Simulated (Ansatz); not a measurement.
# Cl3FGe: the cost of one run

The runs use Ansatz 0.2.0, Gaussian basis; the settings change from run to run.

## 1. The molecule

The structure was relaxed beforehand with PBE0-D4 in a triple-zeta def2 set.

SMILES `[F][Ge]([Cl])([Cl])[Cl]`, 5 atoms, charge 0, spin multiplicity 1.

Atoms are counted from 1 here; the program's logs count them from 0.

Bond lengths: F1–Ge2 1.711 Å, Ge2–Cl3 2.106 Å, Ge2–Cl4 2.106 Å, Ge2–Cl5 2.106 Å. Angles: F1–Ge2–Cl3 107.7°, F1–Ge2–Cl4 107.7°, F1–Ge2–Cl5 107.7°, Cl3–Ge2–Cl4 111.2°, Cl3–Ge2–Cl5 111.2°, Cl4–Ge2–Cl5 111.2°.

As a file:

```xyz
5
charge 0, multiplicity 1
F    -0.9637    0.2006    1.4324
Ge   -0.0129   -0.0097    0.0255
Cl    1.4738   -1.4353    0.4663
Cl   -1.2858   -0.6854   -1.5107
Cl    0.8385    1.8561   -0.4549
```

## 2. RPBE/cc-pVDZ

This run has atoms shaken by 0.08 Å, D3(BJ) dispersion, high accuracy.

Contents of in.yaml:

```yaml
crystal:
  periodic: [false, false, false]
  atoms:
    - {symbol: F, position_ang: [-0.882976, 0.188590, 1.399526]}
    - {symbol: Ge, position_ang: [0.030433, -0.149108, 0.066315]}
    - {symbol: Cl, position_ang: [1.512395, -1.412624, 0.446742]}
    - {symbol: Cl, position_ang: [-1.253121, -0.712451, -1.621942]}
    - {symbol: Cl, position_ang: [0.800479, 1.825553, -0.544995]}
basis:
  gaussian: {orbitals: cc-pVDZ}
hamiltonian: {xc: {name: RPBE}, dispersion: d3bj}
accuracy: high
output: {forces: true}
```

Launch:

```console
> ansatz run in.yaml --threads 4 --pin off --events-out ev --progress --plain --max-ram 10444MiB
```

**Question.** How long does this run take on 4 threads of Arm Neoverse V1, shared host, and how much memory does it need?

About 4.3 s, with a peak of 0.41 GiB.
